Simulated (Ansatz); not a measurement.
# two structures of LiMg: a comparison of enthalpies under pressure

Computed with Ansatz 0.2.0 through its Python package.

The script, `run_transition.py`:
```python
# -*- coding: utf-8 -*-
"""Pressure at which two phases of LiMg cross."""

import logging
import sys
import warnings

import ansatz as az
import numpy as np

logging.basicConfig(stream=sys.stdout, format="[%(levelname)s] %(message)s")
logger = logging.getLogger("run")
logger.setLevel(logging.INFO)

XC = "r2SCAN"
CUTOFF = 530
KSPACING = 0.16
FILLING = "fermi_dirac"
WIDTH_EV = 0.05


def cscl(A, B, a):
    return (
        az.Lattice.cubic(a)
        .space_group(221)
        .atom(A, [0, 0, 0])
        .atom(B, [0.5, 0.5, 0.5])
    )


def cuau(a_site, b_site, a):
    return (
        az.Lattice.from_parameters(a, a, 1.35 * a, alpha=90, beta=90, gamma=90)
        .space_group(123)
        .atom(a_site, [0, 0, 0])
        .atom(b_site, [0.5, 0.5, 0.5])
    )


def solve(name, crystal, pressure=0.0):
    calc = (
        crystal.calculation()
        .functional(XC)
        .basis(CUTOFF)
        .kpoints(spacing=KSPACING)
        .occupations(FILLING, width=WIDTH_EV)
    )
    calc = calc.relax(force_tolerance=0.03, cell=True, pressure=pressure)
    return calc.run(threads=1, backend="cpu")


def volume_per_atom(outcome):
    return abs(np.linalg.det(outcome.lattice.cell_ang)) / len(outcome.lattice.sites)


def main():
    warnings.simplefilter("ignore", az.DeckWarning)

    phases = {}
    phases["CsCl"] = cscl("Li", "Mg", 3.35)
    phases["CuAu"] = cuau("Li", "Mg", 3.11)

    # enthalpy per atom at each pressure
    pressures = [0, 20, 40, 60]
    enthalpy, volume = {name: [] for name in phases}, {name: [] for name in phases}
    for p in pressures:
        for name, crystal in phases.items():
            o = solve(name, crystal, pressure=p)
            volume[name].append(volume_per_atom(o))
            enthalpy[name].append(o.report["energy_sigma0_ev"] / len(o.lattice.sites) + p * volume[name][-1] / 160.21766)
    gap = np.array(enthalpy["CuAu"]) - np.array(enthalpy["CsCl"])
    rows = [(p, va, vb, 1000 * d) for p, va, vb, d in zip(pressures, volume["CsCl"], volume["CuAu"], gap)]
    logger.info("| P (GPa) | V CsCl (A^3/atom) | V CuAu (A^3/atom) | H(CuAu) - H(CsCl) (meV/atom) |")
    logger.info("| --- | --- | --- | --- |")
    for row in rows:
        logger.info(f"| {row[0]:d} | {row[1]:.3f} | {row[2]:.3f} | {row[3]:+.1f} |")
    crossings = [p0 - g0 * (p1 - p0) / (g1 - g0) for p0, p1, g0, g1 in zip(pressures, pressures[1:], gap, gap[1:]) if g0 * g1 < 0]
    print("crossing near", [round(float(p), 1) for p in crossings], "GPa") if crossings else print("no crossing in this range")


if __name__ == "__main__":
    main()
```

```console
$ python run_transition.py
[INFO] | P (GPa) | V CsCl (A^3/atom) | V CuAu (A^3/atom) | H(CuAu) - H(CsCl) (meV/atom) |
[INFO] | --- | --- | --- | --- |
[INFO] | 0 | 20.216 | 20.164 | -3.4 |
[INFO] | 20 | 13.887 | 13.859 | -7.6 |
[INFO] | 40 | 11.680 | 11.666 | -10.1 |
[INFO] | 60 | 10.395 | 10.384 | -11.7 |
no crossing in this range
```

At a fixed pressure a relaxation lowers the enthalpy F + PV, while F alone can rise. Only these two structures are compared, at zero temperature and with their symmetry kept; either may be hypothetical, and another phase may be lower than both. Differences under 10 to 15 meV an atom lie within the error of mesh and functional. The cells are prototypes set up for this calculation and needn't exist. The whole script took 7.5 min on 1 thread of Arm Neoverse V2 (shared host), peak memory 0.58 GiB.
